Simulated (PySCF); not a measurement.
**LaSOH: structure of the singlet**

Where does singlet LaSOH go from a bent start, is the end point a minimum, and what are its modes, charges and moments?

Method: PBE0, basis La def2-TZVP with ECP46, S def2-TZVP, O def2-TZVP, H def2-TZVP, scalar-relativistic core potentials, no spin–orbit coupling, density fitting; program: PySCF 2.14.0.

## (1) The system as given

4 atoms, charge 0, spin multiplicity 1.

Bond lengths: La1–S2 2.330 Å, La1–O3 2.430 Å, O3–H4 0.960 Å. Angles: S2–La1–O3 110.0°, La1–O3–H4 130.0°.

Coordinates in bohr (charge 0 multiplicity 1):
```
La    0.2682    0.0075   -0.6717
S    -3.3385    0.0075    1.8537
O     4.0297    0.0075    1.9622
H     4.9850   -1.3822    2.6310
```

## (2) Relaxing the singlet from the bent start

The steps below are one call of a driver around PySCF. For each, scf.py gives the equivalent set-up of the SCF; relaxations use the driver's own optimiser. Before each start the driver seeks the lowest SCF state from one or more starting densities and follows internal instabilities, so scf.py alone need not reach the same state.

The program finds C1 symmetry in the start.

scf.py reads:

```python
from pyscf import gto, scf, dft
mol = gto.M(atom='''
La     0.141943     0.003945    -0.355451
S     -1.766657     0.003945     0.980949
O      2.132443     0.003945     1.038349
H      2.637943    -0.731455     1.392249''',
    basis={'La': 'def2-TZVP', 'S': 'def2-TZVP', 'O': 'def2-TZVP', 'H': 'def2-TZVP'},
    ecp={'La': 'def2-TZVP'},
    charge=0, spin=0)
mf = dft.RKS(mol, xc='PBE0')
mf.grids.atom_grid = (50, 194)
aux = {'La': 'def2-universal-JKFIT', 'S': 'def2-universal-JKFIT', 'O': 'def2-universal-JKFIT', 'H': 'def2-universal-JKFIT'}
mf = mf.density_fit(auxbasis=aux)
mf.kernel()
```

Steps of the walk:

```
step  energy (Eh)  change (kJ/mol)  largest gradient (Eh/bohr)
   0  -505.493846             0.00                     0.06823
   1  -505.505543           -30.71                     0.03505
   2  -505.512758           -49.65                     0.02078
   3  -505.514225           -53.50                     0.01538
   4  -505.516279           -58.90                     0.01883
   5  -505.517657           -62.51                     0.01605
   6  -505.518296           -64.19                     0.01323
   7  -505.518622           -65.05                     0.00393
   8  -505.518712           -65.29                     0.00324
   9  -505.518796           -65.51                     0.00125
  10  -505.518809           -65.54                     0.00064
  11  -505.518825           -65.58                     0.00047
  12  -505.518840           -65.62                     0.00054
  13  -505.518845           -65.63                     0.00032
  14  -505.518846           -65.64                     0.00025
```

The walk took 22 s on 4 threads, shared host.

It settles in Cs symmetry, 65.6 kJ/mol below the start, after 14 steps: La–O 2.164 Å, La–S 2.443 Å, O–H 0.957 Å; H–O–La 139.9°, O–La–S 109.9°.

## (3) Hessian and properties

The point is checked on the finer grid, and tightened if its gradient asks for it. The Hessian and the dipole derivatives come from central differences of analytic gradients, with steps of 0.01 bohr.

scf.py: that of step 2 with these lines changed.

```diff
@@ -3,4 +3,4 @@
-La     0.141943     0.003945    -0.355451
-S     -1.766657     0.003945     0.980949
-O      2.132443     0.003945     1.038349
-H      2.637943    -0.731455     1.392249''',
+La     0.167751     0.099190    -0.356617
+S     -1.760732    -0.221068     1.105822
+O      1.975846    -0.366449     0.735399
+H      2.237512    -0.656521     1.609593''',
@@ -11 +11 @@
-mf.grids.atom_grid = (50, 194)
+mf.grids.atom_grid = (75, 302)
```

The driver hands on the density of the step before, so the log starts near convergence.

Log of the central SCF (cycles and frontier levels):

```text
init E= -505.518743865437
  HOMO = -0.207328990423871  LUMO = -0.0758212559089864  gap/eV = 3.57851
cycle= 1 E= -505.518743864384  delta_E= 1.05e-09  |g|= 6.6e-05  |ddm|= 7.84e-05
  HOMO = -0.207341810758043  LUMO = -0.0758137491261112  gap/eV = 3.57906
cycle= 2 E= -505.518743858907  delta_E= 5.48e-09  |g|= 0.000147  |ddm|= 0.000181
  HOMO = -0.207331697482707  LUMO = -0.0758189474861811  gap/eV = 3.57864
cycle= 3 E= -505.51874386569  delta_E= -6.78e-09  |g|= 7.75e-06  |ddm|= 0.00013
  HOMO = -0.207332431048092  LUMO = -0.0758188687042726  gap/eV = 3.57867
cycle= 4 E= -505.518743865705  delta_E= -1.57e-11  |g|= 1.14e-06  |ddm|= 6.06e-06
  HOMO = -0.207332419632486  LUMO = -0.0758189581425695  gap/eV = 3.57866
Extra cycle  E= -505.518743865706  delta_E= -6.82e-13  |g|= 2.01e-06  |ddm|= 2.23e-06
converged SCF energy = -505.518743865706
```

The whole step took 53 s.

Geometry: Cs; La–O 2.163 Å, La–S 2.441 Å, O–H 0.958 Å; H–O–La 139.0°, O–La–S 109.2°.

Harmonic modes (main isotopes):

```tsv
symmetry	ω (cm⁻¹)	IR (km/mol)
a'	116	10.0
a'	408	130
a'	439	130
a''	467	141
a'	557	115
a'	3927	105
```

All wavenumbers are real: a minimum.

Constants and moments:

* Dipole moment: 7.78 D
* Highest occupied level: -5.64 eV
* Lowest empty level: -2.06 eV
* Rotational constants: 0.2953, 0.09017, 0.06908 cm⁻¹
* Zero-point energy: 35.4 kJ/mol
* Principal polarisabilities: 46.6, 62.1, 107.8 bohr³
* Principal traceless quadrupole moments about the centre of mass: -22.65, 10.31, 12.34 D Å
* Entropy at 298.15 K and 1 bar: 310.0 J/(mol K)
* Heat capacity Cp at 298.15 K: 63.5 J/(mol K)
* Enthalpy at 298.15 K above 0 K: 14.42 kJ/mol
* Rotational symmetry number: 1

Charges (e) and bond orders:

```csv
atom,Mulliken,Löwdin,polar tensor,Mayer order to La1
La1,1.02,0.51,1.70,–
S2,-0.59,-0.23,-0.97,2.18
O3,-0.75,-0.43,-1.02,0.93
H4,0.32,0.14,0.29,0.03
```

Outer orbital energies (eV). occupied: -22.66, -15.66, -12.18, -8.46, -8.45, -5.83, -5.81, -5.64; empty: -2.06, -1.15, -1.08, -0.04.

Mulliken populations on La1 (outside its core potential): s 2.13, p 6.11, d 1.63, f 0.11.

## (4) Stability of the closed shell

At the lowest minimum the closed shell is tested against spin polarisation, on the (50, 194) grid. It is stable.

## (5) Results

| quantity | value |
| --- | --- |
| minimum | singlet, Cs |
| geometry | La–O 2.163 Å, La–S 2.441 Å, O–H 0.958 Å; H–O–La 139.0°, O–La–S 109.2° |
| wavenumbers (cm⁻¹) | 116 (a'), 408 (a'), 439 (a'), 467 (a''), 557 (a'), 3927 (a') |
| dipole moment | 7.78 D |
| highest occupied, lowest empty level | -5.64, -2.06 eV |
| polar-tensor charge of La1 | +1.70 e |
| zero-point energy | 35.4 kJ/mol |
| entropy at 298.15 K | 310.0 J/(mol K) |

From C1 at the start the molecule goes to a Cs minimum. In the infrared the band at 467 cm⁻¹ (a'') leads. With 7.8 D the molecule is strongly polar. Other starts or spin states, not run here, may lie lower. Spin–orbit coupling is left out.

The search up to here took 81 s.
